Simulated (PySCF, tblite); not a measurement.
# C6H5F5O: geometry, infrared bands and NMR shifts

What infrared bands and NMR shifts should C6H5F5O (`C=C[C@@](F)(CC(F)(F)F)C(=O)F`) show?

The runs use tblite 0.8.0 and PySCF 2.14.0, with density-fitted response routines of our own; the level of theory stands in each step. All values are computed, except where a source is named. Atoms are numbered from 0 throughout.

### 1 The starting structure

17 atoms, charge 0, multiplicity 1; geometry from: force field or distance geometry start.

Bonds of the start (Å): C0–C1 1.34, C1–C2 1.50, C2–F3 1.38, C2–C4 1.50, C4–C5 1.51, C5–F6 1.38, C5–F7 1.39, C5–F8 1.38, C2–C9 1.48, C9–O10 1.22, C9–F11 1.37, C0–H12 1.09, C0–H13 1.10, C1–H14 1.08, C4–H15 1.13, C4–H16 1.11.

### 2 Geometry optimisation with GFN2-xTB

What the job is given:

```
{"job": {"kind": "relax", "xc": "GFN2-xTB", "basis": "xTB"}, "charge": 0, "multiplicity": 1}
C      2.004900     0.942400    -0.884600
C      0.938000     0.135100    -0.872400
C      0.304200    -0.110700     0.459300
F      0.466600     1.059400     1.180000
C     -1.141900    -0.497900     0.386400
C     -2.052200     0.507500    -0.283200
F     -2.056000     1.726300     0.355900
F     -1.709100     0.674200    -1.614800
F     -3.345900     0.024600    -0.215400
C      1.066700    -1.185300     1.137900
O      1.624400    -1.013700     2.211300
F      1.126900    -2.392200     0.482400
H      2.385500     1.432500     0.015300
H      2.528200     1.166000    -1.821800
H      0.577600    -0.327600    -1.780100
H     -1.515700    -0.693500     1.431100
H     -1.209200    -1.435100    -0.197300
```

Command:

```
> OMP_NUM_THREADS=1 python probes_run.py task.json out
```

This one command runs all jobs of the session in turn.

**Question.** This job is followed by: GFN2-xTB harmonic vibrations, gas phase; GIAO PBE0/pcSseg-1 NMR shielding, non-relativistic, gas phase. What will the session give for the following? strongest single infrared mode (GFN2-xTB); zero-point energy (GFN2-xTB); ¹³C shifts against TMS (PBE0/pcSseg-1); ¹H shifts against TMS (PBE0/pcSseg-1); ¹⁹F shifts against CFCl3 (PBE0/pcSseg-1, means over atoms taken as alike); ¹⁷O shifts against H2O (PBE0/pcSseg-1); surface potential, 1st and 99th percentile.

**Answer**, as computed:

| quantity | value |
| --- | --- |
| strongest single infrared mode (GFN2-xTB) | 1895 cm⁻¹, 461 km/mol |
| zero-point energy (GFN2-xTB) | 64.6 kcal/mol |
| ¹³C shifts against TMS (PBE0/pcSseg-1) | 165.7, 137.7, 133.4, 129.1, 96.0, 45.4 ppm |
| ¹H shifts against TMS (PBE0/pcSseg-1) | 6.38, 6.14, 6.09, 3.00, 2.87 ppm |
| ¹⁹F shifts against CFCl3 (PBE0/pcSseg-1, means over atoms taken as alike) | 27.1, -75.2, -192.2 ppm |
| ¹⁷O shifts against H2O (PBE0/pcSseg-1) | 450.3 ppm |
| surface potential, 1st and 99th percentile | -1.11 V and 1.57 V |

Relaxing lowered the energy by 0.557 eV in 116 steps; the close pair that moved most is C9–O10, from 1.222 to 1.172 Å. All 45 modes are real, so the xTB geometry is a minimum. The strongest single mode, at 1895 cm⁻¹, moves mainly C9 and O10. GFN2-xTB is a fitted tight-binding method: band positions and strengths are rough. Its intensities can rank the bands wrongly. At PBE0/pcSseg-1: The largest span, 655 ppm, is at O10, where the paramagnetic term is -511 ppm. By nearest atom (PBE0/pcSseg-1), the HOMO sits on C0, C1 about 33 % each; O10 7 % and the LUMO on C9 33 %; O10 21 %.
